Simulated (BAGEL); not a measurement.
# C2H4BFS (SMILES C=CSBF) at HF/3-21G (density fitting with qzvpp-jkfit)

Aim: the vertical singlet–triplet gap of C2H4BFS at HF/3-21G (density fitting with qzvpp-jkfit), from 2 runs. 

Program for the calculation: BAGEL 1.2.2.

2 further runs of the same task are left out: 2 that didn't finish.

## (1) The system as given

C2H4BFS has 9 atoms, charge 0, and is taken as a singlet. SMILES: `C=CSBF`. The coordinates come from a GFN2-xTB relaxation. This is one conformer, not always the lowest.

Bond lengths: C1–C2 1.318 Å, C2–S3 1.782 Å, S3–B4 1.772 Å, B4–F5 1.319 Å, C1–H6 1.077 Å, C1–H7 1.076 Å, C2–H8 1.078 Å, B4–H9 1.169 Å. Angles: C1–C2–S3 125.5°, C2–S3–B4 105.5°, S3–B4–F5 121.9°, C1–C2–H8 123.1°, S3–C2–H8 111.3°, C2–C1–H6 120.7°, C2–C1–H7 122.8°, S3–B4–H9 119.3°, F5–B4–H9 118.7°, H6–C1–H7 116.6°.

## (2) The energy at HF/3-21G (density fitting with qzvpp-jkfit)

Input file calc.json:

```json
{ "bagel" : [

{
  "title" : "molecule",
  "basis" : "3-21g",
  "df_basis" : "qzvpp-jkfit",
  "angstrom" : "true",
  "geometry" : [
    { "atom" : "C", "xyz" : [       0.314210,      -0.829240,      -1.162870 ] },
    { "atom" : "C", "xyz" : [       0.569340,      -1.004450,       0.118080 ] },
    { "atom" : "S", "xyz" : [      -0.363990,      -0.303720,       1.464740 ] },
    { "atom" : "B", "xyz" : [      -0.715700,       1.364800,       0.981420 ] },
    { "atom" : "F", "xyz" : [      -0.271300,       1.870360,      -0.152360 ] },
    { "atom" : "H", "xyz" : [       0.925250,      -1.300330,      -1.913950 ] },
    { "atom" : "H", "xyz" : [      -0.489450,      -0.208100,      -1.516850 ] },
    { "atom" : "H", "xyz" : [       1.359750,      -1.642070,       0.479810 ] },
    { "atom" : "H", "xyz" : [      -1.328110,       2.052740,       1.701990 ] }
  ]
},

{
  "title" : "hf"
},

{
  "title" : "print",
  "file" : "orbitals.molden",
  "orbitals" : "true"
}

]}
```

The run is started by

```sh
BAGEL_NUM_THREADS=1 BAGEL calc.json > calc.out
```

The log of the run:

```text
* using 1 threads per process

  ===============================================================
  ===============================================================

  *** Geometry ***

  { "atom" : "C", "xyz" : [      0.593771,     -1.567036,     -2.197506 ] },
  { "atom" : "C", "xyz" : [      1.075897,     -1.898135,      0.223139 ] },
  { "atom" : "S", "xyz" : [     -0.687841,     -0.573948,      2.767957 ] },
  { "atom" : "B", "xyz" : [     -1.352477,      2.579098,      1.854615 ] },
  { "atom" : "F", "xyz" : [     -0.512683,      3.534468,     -0.287919 ] },
  { "atom" : "H", "xyz" : [      1.748469,     -2.457268,     -3.616841 ] },
  { "atom" : "H", "xyz" : [     -0.924926,     -0.393252,     -2.866431 ] },
  { "atom" : "H", "xyz" : [      2.569555,     -3.103063,      0.906709 ] },
  { "atom" : "H", "xyz" : [     -2.509764,      3.879116,      3.216295 ] },

  Number of auxiliary basis functions:      502

  Since a DF basis is specified, we compute 2- and 3-index integrals:
    o Being stored without compression. Storage requirement is 0.013 GB

  Number of basis functions:       57
  Number of electrons      :       46

    * METHOD: MOLECULE                             0.22

  *** RHF ***

  === Nuclear Repulsion ===
   200.0857091103

      * DIIS with orbital gradients will be used.

  === RHF iteration (3-21g) ===
      0       -596.57501025          0.01994019           0.06
      1       -596.66380609          0.01089921           0.05
      2       -596.68900769          0.00168710           0.05
      3       -596.69026473          0.00031372           0.05
      4       -596.69032416          0.00009685           0.05
      5       -596.69033278          0.00003411           0.08
      6       -596.69033347          0.00001465           0.04
      7       -596.69033358          0.00000456           0.04
      8       -596.69033360          0.00000098           0.04
      9       -596.69033360          0.00000049           0.04
     10       -596.69033360          0.00000015           0.04
     11       -596.69033360          0.00000004           0.04
     12       -596.69033360          0.00000002           0.04
     13       -596.69033360          0.00000001           0.04
    * SCF iteration converged.

    * Permanent dipole moment:
           (   -0.137150,     0.082943,     0.406151) a.u.

    * METHOD: HF                                   0.83

    * METHOD: PRINT                                0.01

  ===============================================================
```

Wall time 1.2 s (1 thread of Arm Neoverse V1, shared host); peak memory 0.092 GiB.

## (3) The triplet

Input file input.json:

```json
{ "bagel" : [

{
  "title" : "molecule",
  "basis" : "3-21g",
  "df_basis" : "qzvpp-jkfit",
  "angstrom" : true,
  "geometry" : [
    { "atom" : "C", "xyz" : [       0.314210,      -0.829240,      -1.162870 ] },
    { "atom" : "C", "xyz" : [       0.569340,      -1.004450,       0.118080 ] },
    { "atom" : "S", "xyz" : [      -0.363990,      -0.303720,       1.464740 ] },
    { "atom" : "B", "xyz" : [      -0.715700,       1.364800,       0.981420 ] },
    { "atom" : "F", "xyz" : [      -0.271300,       1.870360,      -0.152360 ] },
    { "atom" : "H", "xyz" : [       0.925250,      -1.300330,      -1.913950 ] },
    { "atom" : "H", "xyz" : [      -0.489450,      -0.208100,      -1.516850 ] },
    { "atom" : "H", "xyz" : [       1.359750,      -1.642070,       0.479810 ] },
    { "atom" : "H", "xyz" : [      -1.328110,       2.052740,       1.701990 ] }
  ]
},

{ "title" : "uhf", "nopen" : 2 },

{ "title" : "print", "file" : "orbitals.molden", "orbitals" : true }

]}
```

The run is started by

```sh
BAGEL_NUM_THREADS=1 BAGEL input.json > input.out
```

The log of the run:

```text
* using 1 threads per process

  ===============================================================
  ===============================================================

  *** Geometry ***

  { "atom" : "C", "xyz" : [      0.593771,     -1.567036,     -2.197506 ] },
  { "atom" : "C", "xyz" : [      1.075897,     -1.898135,      0.223139 ] },
  { "atom" : "S", "xyz" : [     -0.687841,     -0.573948,      2.767957 ] },
  { "atom" : "B", "xyz" : [     -1.352477,      2.579098,      1.854615 ] },
  { "atom" : "F", "xyz" : [     -0.512683,      3.534468,     -0.287919 ] },
  { "atom" : "H", "xyz" : [      1.748469,     -2.457268,     -3.616841 ] },
  { "atom" : "H", "xyz" : [     -0.924926,     -0.393252,     -2.866431 ] },
  { "atom" : "H", "xyz" : [      2.569555,     -3.103063,      0.906709 ] },
  { "atom" : "H", "xyz" : [     -2.509764,      3.879116,      3.216295 ] },

  Number of auxiliary basis functions:      502

  Since a DF basis is specified, we compute 2- and 3-index integrals:
    o Being stored without compression. Storage requirement is 0.013 GB

  Number of basis functions:       57
  Number of electrons      :       46

    * METHOD: MOLECULE                             0.20

  *** Open-shell HF ***

  === Nuclear Repulsion ===
   200.0857091103

      * DIIS with orbital gradients will be used.

  === UHF iteration (3-21g) ===
      0       -596.37247391          0.04298929           0.10
      1       -596.48380645          0.02600579           0.10
      2       -596.52545317          0.01692747           0.08
      3       -596.54890150          0.00346557           0.08
      4       -596.55747856          0.00205047           0.08
      5       -596.56103375          0.00063271           0.08
      6       -596.56129890          0.00018240           0.08
      7       -596.56133134          0.00008805           0.08
      8       -596.56134079          0.00003959           0.08
      9       -596.56134359          0.00001312           0.08
     10       -596.56134397          0.00000591           0.08
     11       -596.56134408          0.00000283           0.08
     12       -596.56134411          0.00000139           0.08
     13       -596.56134412          0.00000071           0.08
     14       -596.56134412          0.00000031           0.08
     15       -596.56134412          0.00000015           0.08
     16       -596.56134412          0.00000007           0.08
     17       -596.56134412          0.00000004           0.08
     18       -596.56134412          0.00000002           0.08
     19       -596.56134412          0.00000001           0.08
    * SCF iteration converged.

    * S^2 (UHF) is 2.0240

    * Permanent dipole moment:
           (   -0.137075,     0.105711,     0.291551) a.u.

    * METHOD: UHF                                  1.82

    * METHOD: PRINT                                0.01

  ===============================================================
```

Run time: 2.2 s. Hardware: 1 thread of Arm Neoverse V1, shared host; peak memory 0.092 GiB.

## (4) Summary of results

Level: HF/3-21G (density fitting with qzvpp-jkfit).

| quantity | value |
| --- | --- |
| singlet: total energy | -596.69033 Eh |
| singlet: dipole moment | 1.11 D |
| singlet: HOMO energy | -9.75 eV |
| singlet: LUMO energy | 3.27 eV |
| singlet: HOMO–LUMO gap | 13.02 eV |
| triplet: total energy | -596.56134 Eh |
| triplet: dipole moment | 0.86 D |
| triplet: ⟨S²⟩ | 2.024 |
| vertical energy of the triplet above the singlet | 3.510 eV |

At this shape the triplet lies 3.51 eV (81 kcal/mol) above the singlet.
